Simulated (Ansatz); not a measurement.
# BGeH (singlet): from Hartree-Fock to the top rungs at distance B2–H3 = 1.321 Å, cc-pVTZ

One table from this session's results is given with a row withheld; the runs are named, their logs left out.

Program: Ansatz 0.2.0, Gaussian basis. Level of theory: cc-pVTZ, core rule «outside noble gas», up to 15 orbitals frozen. These are calculated values, not measurements.

Plan: UHF; CCSD(T) on RHF; CCSD(T) on UHF; BCCD(T) on RHF; CISD; CCSDT(Q) on RHF; CASSCF and NEVPT2, 8 electrons in 9 orbitals.

28 further runs of the same task are left out: 2 for a mislabelled method, 1 for a known fault of the program, 22 that didn't finish, 3 set aside as unsound or not needed.

## The system

The geometry derives from a PBE0/def2-TZVP stationary point (not a proven minimum). One bond is set to the value named and the two fragments are kept rigid. No spin-orbit coupling is included. The filled d shell of Ge may be among the frozen orbitals whatever the setting's name suggests; the logs give the count.

3 atoms, charge 0, spin multiplicity 1.

Atoms are counted from 1 here; the program's logs count them from 0.

Bond lengths: Ge1–B2 1.963 Å, B2–H3 1.321 Å. Angles: Ge1–B2–H3 180.0°.

Set-up of the first run:

The input, in.yaml:

```yaml
crystal:
  periodic: [false, false, false]
  atoms:
    - {symbol: Ge, position_ang: [0.000000, 0.000000, 1.748873]}
    - {symbol: B, position_ang: [0.000000, 0.000000, -0.213937]}
    - {symbol: H, position_ang: [0.000000, 0.000000, -1.534937]}
basis:
  gaussian: {orbitals: cc-pVTZ}
magnetization: {spin_polarized: true, initial_magnetization: 0}
hamiltonian: {xc: hf}
output: {orbitals: {seedname: orbitals}}
```

Launch:

```console
ansatz run in.yaml --threads 1 --pin off --events-out ev --progress --plain --max-ram 2393MiB
```

Steps of the session up to this table: UHF; CCSD(T) on RHF; CCSD(T) on UHF; BCCD(T) on RHF; CISD; CCSDT(Q) on RHF; CASSCF and NEVPT2, 8 electrons in 9 orbitals.

One table of the session follows, with a row left open; its other results are not shown here.

```
        method  from RCCSDT(Q) (meV)
           RHF               +5906.1
           UHF                     ?
          RMP2               +1324.4
          UMP2                +817.1
          CISD                +884.7
         RCCSD                +450.5
         UCCSD                  +8.8
      RCCSD(T)                +170.0
      UCCSD(T)                -258.2
       BCCD(T)                +170.1
        RCCSDT                 +76.2
     RCCSDT(Q)                     0
CASSCF valence               +3301.4
NEVPT2 valence                +948.5
```

Q: Estimate the row for UHF from the others.

**Answer.** from RCCSDT(Q) (meV): +5006.6. In the column «from RCCSDT(Q) (meV)» it lies between CASSCF valence (+3301.4) and RHF (+5906.1).

The program flags UCCSD(T), RCCSDT(Q) as in doubt (see the logs), so the zero of the table is itself unsure.

To keep in mind: The determinant is far from a pure spin state, so its energy mixes those of several spin states (harmless only where they are near-degenerate, as at dissociation). The report flags that the cluster equations may have other roots. The program flags UCCSD(T), RCCSDT(Q) as in doubt, so the zero of the table is itself unsure. Warnings: restricted reference is unstable; spin contamination. Restricted and unrestricted rows rest on different reference determinants; where their highest levels disagree by more than a few hundredths of an eV, they describe different states and don't form one ladder.
